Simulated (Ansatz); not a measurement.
**GeC+ (quartet): from Hartree-Fock to the top rungs, cc-pVDZ**

The task here is to estimate one member of a computed series from the others.

Method: cc-pVDZ, core rule «outside noble gas», up to 15 orbitals frozen; program: Ansatz 0.2.0, Gaussian basis.

Plan: UHF; CCSD(T) on ROHF; CCSD(T) on UHF; BCCD(T) on ROHF; CISD; CCSDT(Q) on ROHF; CCSDT(Q) on UHF; CASSCF and MRCISD+Q, 7 electrons in 8 orbitals; CASSCF and NEVPT2, 7 electrons in 8 orbitals; Full CI.

9 further runs of the same task are left out: 5 that didn't finish, 4 set aside as unsound or not needed.

**The system**

The geometry is a PBE0/def2-TZVP stationary point (not a proven minimum). No spin-orbit coupling is included. The filled d shell of Ge may be among the frozen orbitals whatever the setting's name suggests; the logs give the count.

2 atoms, charge 1, spin multiplicity 4.

Atoms are counted from 1 here; the program's logs count them from 0.

Bond lengths: Ge1–C2 1.910 Å.

The first run:

Contents of in.yaml:

```yaml
crystal:
  periodic: [false, false, false]
  atoms:
    - {symbol: Ge, position_ang: [0.000000, 0.000000, 0.000000]}
    - {symbol: C, position_ang: [0.000000, 0.000000, 1.910400]}
basis:
  gaussian: {orbitals: cc-pVDZ}
total_charge: 1
magnetization: {spin_polarized: true, initial_magnetization: 3}
hamiltonian: {xc: hf}
output: {orbitals: {seedname: orbitals}}
```

The run is started by

```
ansatz run in.yaml --threads 1 --pin off --events-out ev --progress --plain --max-ram 2393MiB
```

Steps of the session up to this table: UHF; CCSD(T) on ROHF; CCSD(T) on UHF; BCCD(T) on ROHF; CISD; CCSDT(Q) on ROHF; CCSDT(Q) on UHF; CASSCF and MRCISD+Q, 7 electrons in 8 orbitals; CASSCF and NEVPT2, 7 electrons in 8 orbitals; Full CI.

One of the session's tables, all rows but one given; the rest of the session is left out.

```
          method  from FCI (kcal/mol)
            ROHF               +94.92
             UHF               +94.02
            RMP2               +25.75
            UMP2               +25.71
           RCCSD                    ?
           UCCSD                +4.97
        RCCSD(T)                +1.41
        UCCSD(T)                +1.34
         BCCD(T)                +1.36
          RCCSDT                +0.27
          UCCSDT                +0.20
       RCCSDT(Q)                 0.00
       UCCSDT(Q)                -0.10
  CASSCF valence               +54.13
  NEVPT2 valence               +11.87
  MRCISD valence                +2.53
MRCISD+Q valence                +0.10
             FCI                    0
```

Estimate the missing values for RCCSD.

As computed: from FCI (kcal/mol): +5.07. In the column «from FCI (kcal/mol)» it lies between UCCSD (+4.97) and NEVPT2 valence (+11.87).

Among the levels timed on like hardware and quicker than the yardstick, those that no quicker one beats, quickest first: RCCSD(T) (2 s, +1.41 kcal/mol); UCCSD(T) (2.6 s, +1.34 kcal/mol); MRCISD+Q valence (4.2 s, +0.10 kcal/mol); RCCSDT(Q) (6 s, 0.00 kcal/mol).

Not comparable, so not listed: CISD (they don't share determinant, frozen orbitals or solution with the rows shown, or repeat one).

Limits of these values: The yardstick is full CI for this spin, exact in this basis with these frozen cores. UCCSDT(Q) falls below full CI: unrestricted runs freeze a spin-polarised core, another one than full CI's, and coupled cluster isn't variational. Of the multireference levels listed MRCISD+Q valence comes nearest in total energy (+0.10 kcal/mol), which doesn't show that its space is the better one. Levels on UHF freeze UHF's core orbitals, full CI those of ROHF, so the U rows can settle a little off it for that reason alone. Restricted and unrestricted rows rest on different reference determinants; where their highest levels disagree by more than a few hundredths of an eV, they describe different states and don't form one ladder.
